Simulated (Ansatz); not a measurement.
# B7P7 zinc blende off sphere (B7P7H20): structure and electronic state

Aim: characterise B7P7 zinc blende off sphere (B7P7H20) as a singlet: its structure, frontier levels and distribution of charge.

Computed with Ansatz 0.2.0, Gaussian basis. Level: RKS PBE0-D4/def2-TZVP.

The runs, in order: relaxation at PBE-D4/def2-SVP; a single point at PBE0-D4/def2-TZVP.

1 further run of the same task is left out (set aside as unsound or not needed).

## (1) The starting structure

34 atoms, charge 0, spin multiplicity 1.

Atoms are counted from 1 here; the program's logs count them from 0.

Bond lengths: B1–P9 1.928 Å, B1–P10 1.950 Å, B1–H15 1.192 Å, B1–H16 1.192 Å, B2–P8 1.935 Å, B2–P11 1.934 Å, B2–P12 1.934 Å, B2–H17 1.185 Å, B3–P9 1.951 Å, B3–P11 1.919 Å, B3–P13 1.951 Å, B3–H18 1.189 Å, B4–P8 1.919 Å, B4–P9 1.951 Å, B4–P14 1.951 Å, B4–H19 1.189 Å, B5–P10 1.950 Å, B5–P14 1.929 Å and more. Angles: P9–B1–P10 102.7°, P9–B1–H15 108.6°, P9–B1–H16 108.7°, P10–B1–H15 111.0°, P10–B1–H16 111.0°, H15–B1–H16 114.2°, P8–B2–P11 104.8°, P8–B2–P12 104.7°, P8–B2–H17 113.9°, P11–B2–P12 104.6°, P11–B2–H17 113.8°, P12–B2–H17 113.9°, P9–B3–P11 109.3°, P9–B3–P13 105.1°, P9–B3–H18 111.5°, P11–B3–P13 108.9°, P11–B3–H18 110.2°, P13–B3–H18 111.5° and more.

The start is a GFN2-xTB geometry.

## (2) Optimising with PBE-D4/def2-SVP

Contents of in.yaml:

```yaml
crystal:
  periodic: [false, false, false]
  atoms:
    - {symbol: B, position_ang: [0.579620, -2.887280, 0.580650]}
    - {symbol: B, position_ang: [-1.717510, 1.719730, -1.716120]}
    - {symbol: B, position_ang: [0.595770, -0.602660, -1.678530]}
    - {symbol: B, position_ang: [-1.681340, -0.600670, 0.602570]}
    - {symbol: B, position_ang: [0.584330, -0.587230, 2.882950]}
    - {symbol: B, position_ang: [0.598790, 1.677480, 0.602940]}
    - {symbol: B, position_ang: [2.884150, -0.581270, 0.578150]}
    - {symbol: P, position_ang: [-2.710500, 0.547390, -0.540130]}
    - {symbol: P, position_ang: [-0.496580, -1.699280, -0.491240]}
    - {symbol: P, position_ang: [1.650170, -1.651500, 1.643990]}
    - {symbol: P, position_ang: [-0.544000, 0.546450, -2.709290]}
    - {symbol: P, position_ang: [-0.540530, 2.710680, -0.544220]}
    - {symbol: P, position_ang: [1.694020, 0.491540, -0.493430]}
    - {symbol: P, position_ang: [-0.492970, 0.489720, 1.699790]}
    - {symbol: H, position_ang: [1.269380, -3.534860, -0.144900]}
    - {symbol: H, position_ang: [-0.141970, -3.533760, 1.275800]}
    - {symbol: H, position_ang: [-2.400680, 2.404530, -2.399890]}
    - {symbol: H, position_ang: [1.264230, -1.271900, -2.399050]}
    - {symbol: H, position_ang: [-2.404250, -1.267590, 1.270500]}
    - {symbol: H, position_ang: [-0.137630, -1.280550, 3.531540]}
    - {symbol: H, position_ang: [1.276970, 0.135350, 3.531480]}
    - {symbol: H, position_ang: [1.270040, 2.396740, 1.270680]}
    - {symbol: H, position_ang: [3.532990, -1.271350, -0.145760]}
    - {symbol: H, position_ang: [3.530460, 0.142470, 1.271090]}
    - {symbol: H, position_ang: [-3.646460, -0.142470, -1.311480]}
    - {symbol: H, position_ang: [-3.637410, 1.323330, 0.156680]}
    - {symbol: H, position_ang: [-1.368590, -2.404980, -1.360730]}
    - {symbol: H, position_ang: [2.459280, -2.457670, 2.449690]}
    - {symbol: H, position_ang: [-1.314650, -0.139590, -3.648250]}
    - {symbol: H, position_ang: [0.157410, 1.322140, -3.632900]}
    - {symbol: H, position_ang: [0.160470, 3.634280, -1.320220]}
    - {symbol: H, position_ang: [-1.307730, 3.650570, 0.144540]}
    - {symbol: H, position_ang: [2.395840, 1.363480, -1.365870]}
    - {symbol: H, position_ang: [-1.361130, 1.358720, 2.408980]}
basis:
  gaussian: {orbitals: def2-SVP}
hamiltonian: {xc: pbe, dispersion: d4}
scf: {lower_state_search: "off"}
output: {orbitals: {seedname: orbitals}}
relax: {f_tol: 0.03, max_steps: 70}
```

Run with:

```console
$ ansatz run in.yaml --threads 2 --pin off --events-out ev --progress --plain --max-ram 32768MiB --backend cuda --devices 0, --max-vram 18GiB
```

Further steps of the session: Single point, PBE0-D4/def2-TZVP.

Q: Predict the results of all the runs planned. Wanted: point group; commonest bond, hydrogen aside; HOMO, LUMO at PBE0-D4/def2-TZVP; dipole at PBE-D4/def2-SVP.

The runs gave:

| quantity | value |
| --- | --- |
| point group | C3v |
| commonest bond, hydrogen aside | B–P, 18 of mean length 1.961 Å |
| HOMO, LUMO at PBE0-D4/def2-TZVP | -6.98, -1.25 eV |
| dipole at PBE-D4/def2-SVP | 11.54 D |

**Reading.** The molecule keeps its bonding pattern by the stored test; the atoms moved 0.05 Å (rms). No usable vibrations, so a minimum isn't proven. Whether this spin is the lowest isn't tested here.
